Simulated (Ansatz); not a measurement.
**C3H6O2Si: small, medium and large basis sets**

How large a basis does C3H6O2Si need? Two functionals are run in growing sets.

Program: Ansatz 0.2.0, Gaussian basis. Level of theory: one geometry, several basis sets. These are calculated values, not measurements.

Levels to be run: PBE0-D4/def2-SVP; ωB97M-V/def2-SVP; PBE0-D4/def2-QZVPP; ωB97M-V/def2-QZVPP; the functionals' def2-TZVPP values are taken from earlier runs.

**1. The geometry**

All runs share one geometry, relaxed beforehand with PBE0-D4 in a triple-zeta def2 set.

SMILES `C=C(O)[SiH2]C=O`, 12 atoms, charge 0, spin multiplicity 1.

Atoms are counted from 1 here; the program's logs count them from 0.

Bond lengths: C1–C2 1.332 Å, C1–H7 1.088 Å, C1–H8 1.081 Å, C2–O3 1.362 Å, C2–Si4 1.875 Å, O3–H9 0.965 Å, Si4–C5 1.928 Å, Si4–H10 1.487 Å, Si4–H11 1.480 Å, C5–O6 1.205 Å, C5–H12 1.117 Å. Angles: C2–C1–H7 122.2°, C2–C1–H8 120.4°, H7–C1–H8 117.3°, C1–C2–O3 124.4°, C1–C2–Si4 122.9°, O3–C2–Si4 112.6°, C2–O3–H9 109.7°, C2–Si4–C5 108.8°, C2–Si4–H10 109.8°, C2–Si4–H11 109.9°, C5–Si4–H10 107.1°, C5–Si4–H11 109.6°, H10–Si4–H11 111.6°, Si4–C5–O6 122.5°, Si4–C5–H12 118.0°, O6–C5–H12 119.5°.

Geometry (Å):

```mol
C3H6O2Si
  3D, bonds by distance, orders not assigned

 12 11  0  0  0  0  0  0  0  0999 V2000
   -1.8718   -0.5592   -0.1986 C   0  0
   -0.5516   -0.7078   -0.0969 C   0  0
    0.1630   -1.6872   -0.7179 O   0  0
    0.5315    0.4543    0.8998 Si  0  0
    1.7714    1.3232   -0.2943 C   0  0
    2.0303    2.4971   -0.2158 O   0  0
   -2.4870   -1.2311   -0.7932 H   0  0
   -2.3739    0.2469    0.3184 H   0  0
   -0.4305   -2.2431   -1.2370 H   0  0
    1.3383   -0.3230    1.8780 H   0  0
   -0.3071    1.4725    1.5719 H   0  0
    2.2645    0.7022   -1.0804 H   0  0
  1  2  8  0
  2  3  8  0
  2  4  8  0
  4  5  8  0
  5  6  8  0
  1  7  8  0
  1  8  8  0
  3  9  8  0
  4 10  8  0
  4 11  8  0
  5 12  8  0
M  END
```

**2. PBE0-D4 in def2-SVP**

The input, in.yaml:

```yaml
crystal:
  periodic: [false, false, false]
  atoms:
    - {symbol: C, position_ang: [-1.871765, -0.559219, -0.198646]}
    - {symbol: C, position_ang: [-0.551628, -0.707771, -0.096882]}
    - {symbol: O, position_ang: [0.163004, -1.687164, -0.717933]}
    - {symbol: Si, position_ang: [0.531496, 0.454308, 0.899826]}
    - {symbol: C, position_ang: [1.771364, 1.323155, -0.294296]}
    - {symbol: O, position_ang: [2.030276, 2.497051, -0.215777]}
    - {symbol: H, position_ang: [-2.487022, -1.231080, -0.793228]}
    - {symbol: H, position_ang: [-2.373901, 0.246876, 0.318448]}
    - {symbol: H, position_ang: [-0.430538, -2.243051, -1.236993]}
    - {symbol: H, position_ang: [1.338305, -0.323049, 1.877996]}
    - {symbol: H, position_ang: [-0.307144, 1.472459, 1.571908]}
    - {symbol: H, position_ang: [2.264451, 0.702184, -1.080424]}
basis:
  gaussian: {orbitals: def2-SVP}
hamiltonian: {xc: pbe0, dispersion: d4}
output: {orbitals: {seedname: orbitals}}
```

After this run come: ωB97M-V in def2-SVP; PBE0-D4 in def2-QZVPP; ωB97M-V in def2-QZVPP.

Before running them: what should the planned runs give, taken together? Wanted: PBE0-D4: double and triple zeta above quadruple; ωB97M-V: double and triple zeta above quadruple.

The runs gave:

```
                                       quantity           value
PBE0-D4: double and triple zeta above quadruple  11.92, 0.67 eV
ωB97M-V: double and triple zeta above quadruple  12.19, 0.63 eV
```

PBE0-D4 gains 11.25 eV from double to triple zeta, then 0.67 eV more. These are total energies; as a rule much of such shifts cancels in differences, which this series doesn't test.
